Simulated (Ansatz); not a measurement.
# LiCuAuO2 (P1) in Ansatz: convergence with k mesh

Aim: find how far k mesh must go before the results for LiCuAuO2 settle, at PBE. This setting moves, with any that are tied to it; all else stays.

Everything below comes from runs of Ansatz 0.2.0. Logs are shortened: lines on timing, memory, paths and dates and some standing lists are left out, and cuts for length are marked.

## (1) The cell of the first run

The typed cell holds 5 atoms: a = 6.691 Å, b = 6.691 Å, c = 6.691 Å, α = 28.32°, β = 28.32°, γ = 28.32°.

The cell comes from a database or a generator and needn't be the stable form of this composition.

The cell isn't the ideal one: atoms moved at random, drawn with an rms of 0.05 Å.

## (2) With k mesh 3 × 3 × 3

Contents of input.yaml:

```yaml
crystal:
  lattice:
    - [1.6371994655, 0.9452375521, 6.418816]
    - [-1.6371994655, 0.9452375521, 6.418816]
    - [0.0, -1.8904751042, 6.418816]
  atoms:
    - { symbol: Au, position: [0.993767, 0.985784, 0.999352] }
    - { symbol: Cu, position: [0.524187, 0.497285, 0.52097] }
    - { symbol: O, position: [0.092457, 0.090392, 0.114919] }
    - { symbol: O, position: [0.888495, 0.889058, 0.870513] }
    - { symbol: Li, position: [0.738562, 0.778419, 0.75586] }
hamiltonian:
  xc: pbe
  pseudopotentials: { kind: paw }
kpoints:
  mp_grid: { grid: [3, 3, 3] }
scf:
  occupations: { method: methfessel_paxton, width: 0.05 }
output:
  forces: true
  stress: true
  eigenvalues: true
```

Potentials or basis: Ansatz PAW.

Command:

```sh
$ ansatz run input.yaml --threads 2 --pin off --max-ram 5632MiB --backend cpu --events-out ev --progress --plain --runs-dir out
```

Run time: 1.7 s. Hardware: 2 threads of Arm Neoverse V2, shared host; peak memory 0.32 GiB.

Results:

- Free energy: -21112.6030 eV
- Pressure: -2.3 GPa
- Largest force: 0.999 eV/Å
- Band gap on the k mesh: none (metal or under the smearing width)

## (3) With k mesh 4 × 4 × 4

Changes to input.yaml since step 2:

```diff
@@ -15,3 +15,3 @@
 kpoints:
-  mp_grid: { grid: [3, 3, 3] }
+  mp_grid: { grid: [4, 4, 4] }
 scf:
```

Potentials or basis: Ansatz PAW.

Command:

```sh
$ ansatz run input.yaml --threads 2 --pin off --max-ram 5632MiB --backend cpu --events-out ev --progress --plain --runs-dir out
```

It took 3.1 s on 2 threads of Arm Neoverse V2, shared host; peak memory 0.34 GiB.

Results:

```
Free energy            : -21112.3501 eV
Pressure               : -0.1 GPa
Largest force          : 1.066 eV/Å
Band gap on the k mesh : none (metal or under the smearing width)
```

## (4) With k mesh 5 × 5 × 5

Changes to input.yaml since step 3:

```diff
@@ -15,3 +15,3 @@
 kpoints:
-  mp_grid: { grid: [4, 4, 4] }
+  mp_grid: { grid: [5, 5, 5] }
 scf:
```

Command:

```sh
$ ansatz run input.yaml --threads 2 --pin off --max-ram 5632MiB --backend cpu --events-out ev --progress --plain --runs-dir out
```

It took 5 s on 2 threads of Arm Neoverse V2, shared host; peak memory 0.37 GiB.

What came out:

```
Free energy            : -21112.3978 eV
Pressure               : -0.9 GPa
Largest force          : 1.046 eV/Å
Band gap on the k mesh : none (metal or under the smearing width)
```

## (5) With k mesh 7 × 7 × 7

Changes to input.yaml since step 4:

```diff
@@ -15,3 +15,3 @@
 kpoints:
-  mp_grid: { grid: [5, 5, 5] }
+  mp_grid: { grid: [7, 7, 7] }
 scf:
```

Command:

```sh
$ ansatz run input.yaml --threads 2 --pin off --max-ram 5632MiB --backend cpu --events-out ev --progress --plain --runs-dir out
```

Wall time 14 s (2 threads of Arm Neoverse V2, shared host); peak memory 0.5 GiB.

What came out:

```
Free energy            : -21112.3823 eV
Pressure               : -0.8 GPa
Largest force          : 1.055 eV/Å
Band gap on the k mesh : none (metal or under the smearing width)
```

## (6) With k mesh 8 × 8 × 8

Changes to input.yaml since step 5:

```diff
@@ -15,3 +15,3 @@
 kpoints:
-  mp_grid: { grid: [7, 7, 7] }
+  mp_grid: { grid: [8, 8, 8] }
 scf:
```

Potentials or basis: Ansatz PAW.

Command:

```sh
$ ansatz run input.yaml --threads 2 --pin off --max-ram 5632MiB --backend cpu --events-out ev --progress --plain --runs-dir out
```

Wall time 18 s (2 threads of Arm Neoverse V2, shared host); peak memory 0.61 GiB.

The run converged. Its results:

```yaml
Free_energy: -21112.3817 eV
Pressure: -0.8 GPa
Largest_force: 1.057 eV/Å
Band_gap_on_the_k_mesh: none (metal or under the smearing width)
```

## (7) With k mesh 11 × 11 × 11

Changes to input.yaml since step 6:

```diff
@@ -15,3 +15,3 @@
 kpoints:
-  mp_grid: { grid: [8, 8, 8] }
+  mp_grid: { grid: [11, 11, 11] }
 scf:
```

Command:

```sh
$ ansatz run input.yaml --threads 2 --pin off --max-ram 5632MiB --backend cpu --events-out ev --progress --plain --runs-dir out
```

Wall time 52 s (2 threads of Arm Neoverse V2, shared host); peak memory 1.1 GiB.

The run converged. Its results:

```yaml
Free_energy: -21112.3810 eV
Pressure: -0.8 GPa
Largest_force: 1.055 eV/Å
Band_gap_on_the_k_mesh: none (metal or under the smearing width)
```

## (8) With k mesh 13 × 13 × 13

Changes to input.yaml since step 7:

```diff
@@ -15,3 +15,3 @@
 kpoints:
-  mp_grid: { grid: [11, 11, 11] }
+  mp_grid: { grid: [13, 13, 13] }
 scf:
```

Command:

```sh
$ ansatz run input.yaml --threads 2 --pin off --max-ram 5632MiB --backend cpu --events-out ev --progress --plain --runs-dir out
```

Wall time 84 s (2 threads of Arm Neoverse V2, shared host); peak memory 1.6 GiB.

It converged, with:

- Free energy: -21112.3809 eV
- Pressure: -0.8 GPa
- Largest force: 1.056 eV/Å
- Band gap on the k mesh: none (metal or under the smearing width)

## (9) With k mesh 15 × 15 × 15

Changes to input.yaml since step 8:

```diff
@@ -15,3 +15,3 @@
 kpoints:
-  mp_grid: { grid: [13, 13, 13] }
+  mp_grid: { grid: [15, 15, 15] }
 scf:
```

Potentials or basis: Ansatz PAW.

Command:

```sh
$ ansatz run input.yaml --threads 2 --pin off --max-ram 5632MiB --backend cpu --events-out ev --progress --plain --runs-dir out
```

Log:

```text
Warning: RAYON_NUM_THREADS=2 ignored (pool sized by the plan → 2); use --threads N
basis.fft_grid_basis auto: the FFT boxes are laid along the combinations [[1, 0, -1], [0, 1, -1], [0, 0, 1]] of the cell's own vectors, 3.274, 3.274 and 6.691 Å long. The dense box has 24×24×45 points. Along the cell's own vectors, as sized, it would have 45×45×45, 3.52 times as many. basis.fft_grid_basis: typed keeps the cell's own vectors: state it where this run's energies or levels are differenced outside the engine with another run's, or held beside a run that keeps those vectors.
Engine: ansatz 0.2.0, aarch64-unknown-linux-gnu
Pseudopotentials: kind: paw
Pseudopotential: Au, paw, valence charge 19, recommended cutoff 420 eV (normal), Au.paw.azcp
Pseudopotential: Cu, paw, valence charge 19, recommended cutoff 420 eV (normal), Cu.paw.azcp
Pseudopotential: O, paw, valence charge 6, recommended cutoff 420 eV (normal), O.paw.azcp
Pseudopotential: Li, paw, valence charge 3, recommended cutoff 420 eV (normal), Li.paw.azcp
Functional definition: PBE
  parameter kappa = 0.804
  parameter beta = 0.06672455060314922
  exchange = pbe_x(kappa = kappa, mu = beta*pi^2/3)
  correlation = pbe_c(beta = beta)
Crystal: 5 atoms, lattice volume = 59.600 Å³
Basis set: ecut = 420 eV, 1185 PW (Γ), FFT grids on a1−a3, a2−a3, a3, exchange–correlation on 48×48×90 points (8 copies of the dense FFT grid, shifted against one another)
Bands: 32, of which v1, the nominal top of the filled ones, is band 27 counted from 1 (26 counted from 0)
Symmetry: 1 space group operations
Space group: P1 (ITA 1), of the structure as read, at distance tolerance 3.9e-5 Å
k-points: 1688 of 3375 (time reversal used)
Non-local potential: Au, projectors of the file, l = 0: 3, l = 1: 2, l = 2: 2, l = 3: 1
Non-local potential: Cu, projectors of the file, l = 0: 3, l = 1: 2, l = 2: 3, l = 3: 1
Non-local potential: O, projectors of the file, l = 0: 2, l = 1: 2, l = 2: 1
Non-local potential: Li, projectors of the file, l = 0: 3, l = 1: 2, l = 2: 1
PAW form: soft (Blöchl's): semilocal exchange-correlation on the pseudo side does not see the compensation charge
PAW one-centre angular grid: Au, 590 points (default); XC on 64 Gauss nodes
PAW one-centre angular grid: Cu, 590 points (default); XC on 64 Gauss nodes
PAW one-centre angular grid: O, 110 points (default); XC on 64 Gauss nodes
PAW one-centre angular grid: Li, 110 points (default); XC on 64 Gauss nodes
Initial density: superposition of atomic densities (neutral atoms: chi_scale 0, normalization atom), corrected by the library's trained network
Initial wavefunctions: pseudopotential atomic-orbital guess
Functional: x = pbe(κ = 0.804, μ = 0.2195149727645171), c = pbe(β = 0.06672455060314922)
SCF iter   1: F=—  HF=-21112.390882 eV  |F-HF|=—  |Δ(HF+E_count)|=         —  Δρ=9.92e-3  dr2=8.47e-2  ethr=1.77e-3  ⟨swp⟩=5.9  Hψ=193511  notcnv=0
preconditioner: auto → LDOS  [metal: Δε(μ)=0.000 eV  Ē_g=10.668 eV  σ=0.050 eV  W_gap=0.01  n_scr=22 (ndim 8)  ℏωp=28.5 eV  f_vac=0.022  D(μ)=3.36/eV (n_scr^D=36)  β→1.0]
SCF iter   2: F=—  HF=-21112.383049 eV  |F-HF|=—  |Δ(HF+E_count)|=   7.83e-3  S|Δr|=    0.00e0  Δρ=6.11e-3  dr2=1.88e-2  ethr=1.60e-4  ⟨swp⟩=2.9  Hψ=101985  notcnv=0  defer=1886
SCF iter   3: F=—  HF=-21112.381640 eV  |F-HF|=—  |Δ(HF+E_count)|=   1.41e-3  S|Δr|=    0.00e0  Δρ=3.78e-3  dr2=1.17e-2  ethr=3.54e-5  ⟨swp⟩=2.9  Hψ=92103  notcnv=0  defer=1886
SCF iter   4: F=—  HF=-21112.380786 eV  |F-HF|=—  |Δ(HF+E_count)|=   8.54e-4  S|Δr|=    0.00e0  Δρ=1.00e-3  dr2=1.09e-3  ethr=2.20e-5  ⟨swp⟩=1.0  Hψ=52130  notcnv=0  defer=1886
SCF iter   5: F=—  HF=-21112.380671 eV  |F-HF|=—  |Δ(HF+E_count)|=   1.15e-4  S|Δr|=    0.00e0  Δρ=9.05e-4  dr2=8.19e-4  ethr=2.05e-6  ⟨swp⟩=1.1  Hψ=56099  notcnv=0  defer=1886
SCF iter   6: F=—  HF=-21112.380645 eV  |F-HF|=—  |Δ(HF+E_count)|=   2.63e-5  S|Δr|=    0.00e0  Δρ=9.38e-4  dr2=5.76e-4  ethr=1.55e-6  ⟨swp⟩=1.0  Hψ=52130  notcnv=0  defer=1886
SCF iter   7: F=—  HF=-21112.380584 eV  |F-HF|=—  |Δ(HF+E_count)|=   6.05e-5  S|Δr|=    0.00e0  Δρ=2.53e-4  dr2=4.46e-5  ethr=1.09e-6  ⟨swp⟩=1.0  Hψ=52130  notcnv=0  defer=1886
SCF iter   8: F=—  HF=-21112.380551 eV  |F-HF|=—  |Δ(HF+E_count)|=   3.33e-5  S|Δr|=    0.00e0  Δρ=2.18e-4  dr2=4.05e-5  ethr=8.41e-8  ⟨swp⟩=1.6  Hψ=63901  notcnv=0  defer=1886
SCF iter   9: F=—  HF=-21112.380549 eV  |F-HF|=—  |Δ(HF+E_count)|=   2.15e-6  S|Δr|=    0.00e0  Δρ=8.02e-5  dr2=3.78e-6  ethr=7.64e-8  ⟨swp⟩=1.0  Hψ=52136  notcnv=0  defer=1886
SCF iter  10: F=—  HF=-21112.380549 eV  |F-HF|=—  |Δ(HF+E_count)|=   1.63e-7  S|Δr|=    0.00e0  Δρ=3.55e-5  dr2=6.14e-7  ethr=7.14e-9  ⟨swp⟩=1.0  Hψ=52152  notcnv=0  defer=1886
SCF iter  11: F=—  HF=-21112.380549 eV  |F-HF|=—  |Δ(HF+E_count)|=   5.52e-8  S|Δr|=    0.00e0  Δρ=2.30e-5  dr2=2.58e-7  ethr=1.16e-9  ⟨swp⟩=1.1  Hψ=52271  notcnv=0  defer=1886
SCF iter  12: F=-21112.380548 eV  HF=-21112.380548 eV  |F-HF|=1.08e-8  |Δ(HF+E_count)|=   2.90e-8  S|Δr|=    0.00e0  Δρ=6.87e-6  dr2=1.90e-8  ethr=1.89e-10  ⟨swp⟩=7.0  Hψ=208270  notcnv=0
SCF 1 converged in 12 iterations: F = -21112.380548 eV  dr2 = 1.90e-8
SCF converged after 12 iterations
Stability not checked: this state was not tested for a lower state beside it, because cold or Methfessel-Paxton smearing, or corrected tetrahedra, fill the levels in a way that the test cannot read (fill_not_monotonic; see scf.lower_state_search)
Free energy (F): -21112.380548 eV
Harris-Foulkes:  -21112.380548 eV  (|F-HF|=1.08e-8)
Internal energy: -21112.380064 eV  (E = F + TS)
E sigma→0 (E₀):  -21112.380427 eV
Entropy (-TS):   -0.000484 eV (-0.097 meV/atom)
Fermi energy:    10.339137 eV
--- Per-component energies (eV) ---
  E_band       = -885.224591
  E_kinetic    = 1271.009021
  E_local      = -8101.864899  (includes V_loc(G=0)·N_el)
  E_nonlocal   = 533.461444
  E_hartree    = 3451.730945
  E_xc         = -472.886187
  E_vxc        = -588.847523  (∫ρ·V_xc dr)
  E_paw        = -11709.278386  (= ΣΔE_a)
  E_vpaw       = -902.442091  (= ΣTr[D̂ρ^β])
  E_aug_tail   = 0.006641  (compensation charges beyond the density's cutoff)
  E_ewald      = -6084.558644
  E_smearing   = -0.000484  (= −TS)
  E_closure    = 0.000000  (closes the sum)
  Σ components = -21112.380548   (vs F -21112.380548, Δ=0.00e0)
--- Forces (eV/Å), atoms counted from 1 ---
  atom   1  Au    -0.11825461     0.06927616    -1.04648078
  atom   2  Cu    -0.34778525     0.26421597     0.49624008
  atom   3  O     -0.19385652     0.15751545     0.19566482
  atom   4  O      0.25925713    -0.25561988     0.36336817
  atom   5  Li     0.40064033    -0.23538951    -0.00877440
  max |Σ_I F_I| component: 1.79e-5 eV/Å
--- Stress (GPa, compression-positive) ---
       -0.631232       0.023556      -0.057743
        0.023540       0.472335       0.221066
       -0.057740       0.221068      -2.161481
  P = ⅓ Tr σ = -0.7735 GPa (-7.735 kbar)
--- Band table (eV; the first three rows and the last of 1688) ---
  k-point 0: bands = ["-101.4816", "-94.2718", "-58.9953", "-58.9169", "-58.6911", "-46.0035", "-45.5611", "-45.5553", "-33.4255", "-8.2928", "-7.0301", "3.3855", "5.2833", "5.5149", "5.6615", "7.0697", "7.2439", "7.2590", "7.3083", "7.3654", "8.5279", "8.5653", "8.8020", "8.8705", "9.2407", "10.8389", "10.8912", "11.2945", "15.2522", "16.3107", "20.2576", "22.0574"]
  k-point 1: bands = ["-101.4816", "-94.2718", "-58.9954", "-58.9170", "-58.6911", "-46.0034", "-45.5618", "-45.5564", "-33.4249", "-8.2746", "-7.0302", "3.4217", "5.3435", "5.5183", "5.6194", "7.0855", "7.1960", "7.2521", "7.3114", "7.3668", "8.4435", "8.5293", "8.7606", "8.9321", "9.2640", "10.7483", "10.8552", "11.4297", "15.3737", "16.3241", "20.3049", "22.0032"]
  k-point 2: bands = ["-101.4815", "-94.2717", "-58.9956", "-58.9174", "-58.6910", "-46.0030", "-45.5645", "-45.5589", "-33.4234", "-8.2223", "-7.0308", "3.5238", "5.3565", "5.5637", "5.6406", "6.9720", "7.1531", "7.1966", "7.3065", "7.4834", "8.2848", "8.3934", "8.7463", "9.0254", "9.3073", "10.5359", "10.7549", "11.7469", "15.6815", "16.3884", "20.4249", "21.7168"]
  k-point 1687: bands = ["-101.4813", "-94.2709", "-58.9973", "-58.9195", "-58.6907", "-46.0001", "-45.5940", "-45.5640", "-33.4131", "-7.8374", "-7.0391", "4.2610", "4.5965", "5.4873", "5.8279", "6.2443", "6.7021", "6.8392", "7.9998", "8.3882", "8.5481", "8.6862", "8.9625", "9.0464", "9.6148", "10.0639", "10.1328", "12.5665", "14.8058", "16.5332", "19.4030", "20.3543"]
```

It took 2.3 min on 2 threads of Arm Neoverse V2, shared host; peak memory 2.3 GiB.

Results:

| Property | Result |
| --- | --- |
| Free energy | -21112.3805 eV |
| Pressure | -0.8 GPa |
| Largest force | 1.055 eV/Å |
| Band gap on the k mesh | none (metal or under the smearing width) |

## (10) Summary

```tsv
k mesh	energy less the tightest run, at zero smearing (meV/atom)	pressure (GPa)	largest force (eV/Å)	SCF cycles	CPU time (s)	peak memory (GiB)
3 × 3 × 3	-44.47	-2.30	0.999	13	3.3	0.32
4 × 4 × 4	6.10	-0.13	1.066	12	6	0.34
5 × 5 × 5	-3.40	-0.91	1.046	10	9.8	0.37
7 × 7 × 7	-0.38	-0.84	1.055	11	27	0.5
8 × 8 × 8	-0.18	-0.77	1.057	10	35	0.61
11 × 11 × 11	-0.11	-0.78	1.055	12	100	1.1
13 × 13 × 13	-0.06	-0.78	1.056	12	170	1.6
15 × 15 × 15	0.00	-0.77	1.055	12	270	2.3
```

Against the tightest run, the energy stays within 1 meV/atom from 7 × 7 × 7 on; the pressure stays within 0.1 GPa from 7 × 7 × 7 on; the largest force stays within 0.005 eV/Å from 7 × 7 × 7 on. Meshes of other sizes hit other points, so gaps and Fermi surfaces needn't settle smoothly. The tightest run that finished is the yardstick and may itself not be fully converged.

Caveats: an odd number of electrons without spin polarisation forces a metal; a magnetic or distorted state may lie lower; the run has no spin polarisation, though such a crystal can be magnetic; semilocal functionals often make such compounds metallic where correlation or magnetic order opens a gap, which also shifts bond lengths.
